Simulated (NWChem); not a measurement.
**RbBr (SMILES [Br][Rb]): levels of theory compared**

We compute a comparison of 6 runs (HF/def2-TZVP, PBE0/def2-TZVP, PBE/def2-SVPD, M06-L/def2-TZVP, SVWN5/def2-TZVP, r2SCAN/def2-TZVP) of RbBr. 

The results are computed with NWChem 7.3.0.

### Step 1. Starting point

RbBr: 2 atoms, total charge 0, spin state singlet. SMILES: `[Br][Rb]`. The bond length is the measured one.

Bond lengths: Br1–Rb2 2.945 Å.

### Step 2. Energy and gradient at HF/def2-TZVP (core potential) (run 1)

The input, run.py:

```python
from ase import Atoms
from ase.calculators.nwchem import NWChem

system = Atoms('BrRb', positions=[
    [0.000000, 0.000000, 0.000000],
    [0.000000, 0.000000, 2.944744],
])

calc = NWChem(
    label='struct',
    theory='scf',
    memory='2200 mb',
    basis='def2-TZVP',
    basispar='spherical bse',
    scf={'nopen': '0', 'rhf': None, 'thresh': '1e-08', 'maxiter': '80'},
    **{'ecp bse': {'Rb library': 'def2-TZVP'}},
)
system.calc = calc

forces = system.get_forces()
print("Total energy (eV):", round(system.get_potential_energy(), 6))
print("forces (eV/A):")
for s, f in zip(system.symbols, forces):
    print(f"{s:2s} {f[0]:10.5f} {f[1]:10.5f} {f[2]:10.5f}")
print("dipole (e A):", system.get_dipole_moment().round(4))
```

Launch:

```console
$ export ASE_NWCHEM_COMMAND="nwchem PREFIX.nwi > PREFIX.nwo"
$ python run.py
```

Standard output:

```text
Total energy (eV): -70649.152119
forces (eV/A):
Br   -0.00000    0.00000   -0.64823
Rb    0.00000   -0.00000    0.64823
dipole (e A): [0.     0.     2.3961]
```

The calculator wrote struct.nwi:

```
title "struct"

permanent_dir struct

scratch_dir struct

start struct

geometry units angstrom nocenter noautosym noautoz
  Br 0.0000000000000000e+00 0.0000000000000000e+00 0.0000000000000000e+00
  Rb 0.0000000000000000e+00 0.0000000000000000e+00 2.9447440000000000e+00
end

memory 2200 mb

basis spherical bse noprint
   * library def2-TZVP
end

scf
  nopen 0
  rhf
  thresh 1e-08
  maxiter 80
end
ecp bse
  Rb library def2-TZVP
end

task scf gradient
```

struct.nwo:

```text
Northwest Computational Chemistry Package (NWChem) 7.3.0
             --------------------------------------------------------

           Job information
           ---------------

    nwchem branch   = 7.3.0
    use scalapack   = T
    input           = struct.nwi
    prefix          = struct.
    data base       = struct/struct.db
    status          = startup
    nproc           =        1

           Memory information
           ------------------

    heap     =     72089598 doubles =      550.0 Mbytes
    stack    =     72089595 doubles =      550.0 Mbytes
    global   =    144179200 doubles =     1100.0 Mbytes (distinct from heap & stack)
    total    =    288358393 doubles =     2200.0 Mbytes
    verify   = yes
    hardfail = no

           Directory information
           ---------------------

  0 permanent = struct
  0 scratch   = struct

                                NWChem Input Module
                                -------------------

                                      struct
                                      ------

[... 93 lines left out ...]
 Convergence threshold     :          1.000E-08
[... 12 lines left out ...]
       Final RHF  results
[... 3 lines left out ...]
      One-electron energy =  -3740.378905640889
[... 1 line left out ...]
 Nuclear repulsion energy =     56.606222284485
[... 40 lines left out ...]
                       ROHF Final Molecular Orbital Analysis
[... 272 lines left out ...]
       Multipole analysis of the density wrt the origin
       ------------------------------------------------

     L   x y z        total         open         nuclear
     -   - - -        -----         ----         -------
     0   0 0 0      0.000000      0.000000     44.000000

     1   1 0 0      0.000000      0.000000      0.000000
[... 8 lines of this table left out ...]
     2   0 0 2      1.065624      0.000000    278.698911

                              NWChem Gradients Module
                              -----------------------

                                      struct

  wavefunction    =   RHF

                         RHF ENERGY GRADIENTS

    atom               coordinates                        gradient
                 x          y          z           x          y          z
   1 Br      0.000000   0.000000   0.000000    0.000000  -0.000000   0.012606
   2 Rb      0.000000   0.000000   5.564759   -0.000000   0.000000  -0.012606

                 ----------------------------------------
                 |  Time  |  1-e(secs)   |  2-e(secs)   |
                 ----------------------------------------
                 |  CPU   |       0.02   |       3.70   |
                 ----------------------------------------
                 |  WALL  |       0.02   |       3.70   |
                 ----------------------------------------

 Task  times  cpu:       16.1s     wall:       16.1s
 Total times  cpu:       16.1s     wall:       16.1s
```

Run time: 17 s. Hardware: 1 thread of Intel Xeon 6975P-C (Granite Rapids), shared host; peak memory 0.1 GiB.

### Step 3. Energy and gradient at PBE0/def2-TZVP (core potential) (run 2)

The input, mol.xyz:

```xyz
2
BrRb PBE0
Br     0.000000     0.000000     0.000000
Rb     0.000000     0.000000     2.944744
```

The input, run.py:

```python
from ase.io import read
from ase.calculators.nwchem import NWChem

atoms = read('mol.xyz')

calc = NWChem(
    label='mol',
    theory='dft',
    memory='2200 mb',
    basis='def2-TZVP',
    basispar='spherical bse',
    dft={'xc': 'pbe0', 'mult': '1', 'grid': 'xfine', 'convergence': 'energy 1e-08', 'iterations': '100', 'mulliken': None, 'print': 'low'},
    **{'ecp bse': {'Rb library': 'def2-TZVP'}},
)
atoms.calc = calc

forces = atoms.get_forces()
e = atoms.get_potential_energy()
print(f"E = {e:.6f} eV")
print("forces (eV/A):")
for s, f in zip(atoms.symbols, forces):
    print(f"{s:2s} {f[0]:10.5f} {f[1]:10.5f} {f[2]:10.5f}")
```

Launch:

```console
$ export ASE_NWCHEM_COMMAND="nwchem PREFIX.nwi > PREFIX.nwo"
$ python run.py
```

Standard output:

```text
E = -70696.115105 eV
forces (eV/A):
Br   -0.00000   -0.00000   -0.28745
Rb    0.00000    0.00000    0.28745
```

The calculator wrote mol.nwi:

```
title "mol"

permanent_dir mol

scratch_dir mol

start mol

geometry units angstrom nocenter noautosym noautoz
  Br 0.0000000000000000e+00 0.0000000000000000e+00 0.0000000000000000e+00
  Rb 0.0000000000000000e+00 0.0000000000000000e+00 2.9447440000000000e+00
end

memory 2200 mb

basis spherical bse noprint
   * library def2-TZVP
end

dft
  xc pbe0
  mult 1
  grid xfine
  convergence energy 1e-08
  iterations 100
  mulliken
  print low
end
ecp bse
  Rb library def2-TZVP
end

task dft gradient
```

mol.nwo:

```text
Northwest Computational Chemistry Package (NWChem) 7.3.0
             --------------------------------------------------------

           Job information
           ---------------

    nwchem branch   = 7.3.0
    use scalapack   = T
    input           = mol.nwi
    prefix          = mol.
    data base       = mol/mol.db
    status          = startup
    nproc           =        1

           Memory information
           ------------------

    heap     =     72089598 doubles =      550.0 Mbytes
    stack    =     72089595 doubles =      550.0 Mbytes
    global   =    144179200 doubles =     1100.0 Mbytes (distinct from heap & stack)
    total    =    288358393 doubles =     2200.0 Mbytes
    verify   = yes
    hardfail = no

           Directory information
           ---------------------

  0 permanent = mol
  0 scratch   = mol

                                NWChem Input Module
                                -------------------

                                        mol
                                        ---

[... 21 lines left out ...]
            Nuclear Dipole moment (a.u.)
[... 48 lines left out ...]
   convergence    iter        energy       DeltaE   RMS-Dens  Diis-err    time
[... 7 lines left out ...]
         Total DFT energy =    -2598.034331726229
      One electron energy =    -3739.562243456878
           Coulomb energy =     1179.780861473167
    Exchange-Corr. energy =      -94.859172027004
 Nuclear repulsion energy =       56.606222284485
[... 3 lines left out ...]
     Total iterative time =      9.7s

     ---------------------------------------------
      Total Density - Mulliken Population Analysis
     ---------------------------------------------

    Atom       Charge   Shell Charges
 -----------   ------   -------------------------------------------------------
    1 Br  35    35.75   2.00  2.01  1.16  0.78  1.01  1.02  6.00  5.93  1.34  2.72  1.79  8.95  1.01  0.03  0.02  0.00
    2 Rb   9     8.25   0.03 -0.30  1.48  0.79  0.09 -0.01  4.83  1.14  0.06  0.01  0.05  0.07  0.01

     -------------------------------------------
      Total Density - Lowdin Population Analysis
     -------------------------------------------

    Atom       Charge   Shell Charges
 -----------   ------   -------------------------------------------------------
    1 Br  35    35.45   2.00  2.00  1.14  0.83  0.85  0.95  5.98  5.66  1.64  2.58  1.80  8.54  1.23  0.23  0.03  0.00
    2 Rb   9     8.55   0.00  0.00  0.97  0.95  0.13  0.03  4.25  1.65  0.21  0.05  0.06  0.22  0.02

                         DFT ENERGY GRADIENTS

    atom               coordinates                        gradient
                 x          y          z           x          y          z
   1 Br      0.000000   0.000000   0.000000    0.000000   0.000000   0.005590
   2 Rb      0.000000   0.000000   5.564759   -0.000000  -0.000000  -0.005590

 Task  times  cpu:       14.4s     wall:       14.4s
 Total times  cpu:       14.5s     wall:       14.5s
```

Wall time 16 s (1 thread of Intel Xeon 6975P-C (Granite Rapids), shared host); peak memory 0.13 GiB.

Runs 3 to 5 aren't shown in full; the table further down has their settings and results.

### Step 4. Energy and forces at r2SCAN/def2-TZVP (core potential) (run 6)

The input, job.nw:

```
start job
title "BrRb"
memory total 2200 mb
geometry units angstrom noautosym nocenter noautoz
   Br     0.000000     0.000000     0.000000
   Rb     0.000000     0.000000     2.944744
end
basis spherical bse
   * library def2-TZVP
end
ecp bse
   Rb library def2-TZVP
end
dft
   xc r2scan
   mult 1
   grid xfine
   convergence energy 1e-08
   iterations 100
   mulliken
end
task dft gradient
```

Launch:

```console
$ nwchem job.nw > job.out
```

Standard output:

```text
[...]
          Wavefunction type:  closed shell.
          No. of atoms     :     2
          No. of electrons :    44
[...]
          Charge           :     0
          Spin multiplicity:     1
[...]
          AO basis - number of functions:    81
[...]
              XC Information
              --------------
                      r^2SCAN Method XC Functional
               r^2SCAN metaGGA Exchange Functional  1.000
                     r^2SCAN Correlation Potential  1.000
[...]
 d= 0,ls=0.0,diis     1  -2598.2976200155 -2.65D+03  1.29D-02  5.87D-01     2.0
[...]
 d= 0,ls=0.0,diis     8  -2598.3344286984  1.80D-09  2.50D-06  6.34D-08    11.8
         Total DFT energy =    -2598.334428698442
      One electron energy =    -3739.637179474260
           Coulomb energy =     1179.861062146216
    Exchange-Corr. energy =      -95.164533654884
 Nuclear repulsion energy =       56.606222284485
[...]
      Total Density - Mulliken Population Analysis
     ---------------------------------------------
    Atom       Charge   Shell Charges
 -----------   ------   -------------------------------------------------------
    1 Br  35    35.76   2.00  2.01  1.16  0.78  1.01  1.02  6.00  5.93  1.35  2.70  1.80  8.95  1.00  0.04  0.02  0.00
    2 Rb   9     8.24   0.03 -0.30  1.49  0.79  0.08 -0.01  4.85  1.12  0.06  0.01  0.05  0.07  0.01
[...]
  wavefunction    = closed shell
                         DFT ENERGY GRADIENTS
    atom               coordinates                        gradient
                 x          y          z           x          y          z
   1 Br      0.000000   0.000000   0.000000   -0.000000   0.000000   0.007064
   2 Rb      0.000000   0.000000   5.564759    0.000000  -0.000000  -0.007064
[...]
```

Run time: 17 s. Hardware: 1 thread of Intel Xeon 6975P-C (Granite Rapids), shared host; peak memory 0.13 GiB.

### Step 5. The series

```csv
run,level,iteration cap,module,energy (Eh),dipole moment (D),HOMO energy (eV),LUMO energy (eV),wall time
1,HF/def2-TZVP (core potential),80,scf,-2596.308474,11.51,-8.41,-0.34,17 s
2,PBE0/def2-TZVP (core potential),100,dft,-2598.034332,–,–,–,16 s
3,PBE/def2-SVPD (core potential),100,dft,-2597.635330,10.72,–,–,9.9 s
4,M06-L/def2-TZVP (core potential),100,dft,-2598.241577,11.23,-4.58,-1.56,26 s
5,SVWN5/def2-TZVP (core potential),100,dft,-2594.692453,10.55,-4.75,-1.89,14 s
6,r2SCAN/def2-TZVP (core potential),100,dft,-2598.334429,11.07,-4.77,-1.18,17 s
```

### Step 6. Summary of results

```
                       quantity           value
            run 6: total energy  -2598.33443 Eh
           run 6: dipole moment         11.07 D
             run 6: HOMO energy        -4.77 eV
             run 6: LUMO energy        -1.18 eV
           run 6: HOMO–LUMO gap         3.59 eV
run 6: largest force on an atom      0.363 eV/Å
```

Over runs 1, 3, 4, 5, 6 the dipole moment (its size) runs from 10.55 D (SVWN5/def2-TZVP) to 11.51 D (HF/def2-TZVP). Over runs 1, 4, 5, 6 the HOMO–LUMO gap runs from 2.87 eV (SVWN5/def2-TZVP) to 8.06 eV (HF/def2-TZVP). Exact exchange widens orbital gaps. Totals of different functionals can't be ranked against each other. All runs together took 1.7 min, the longest 26 s.
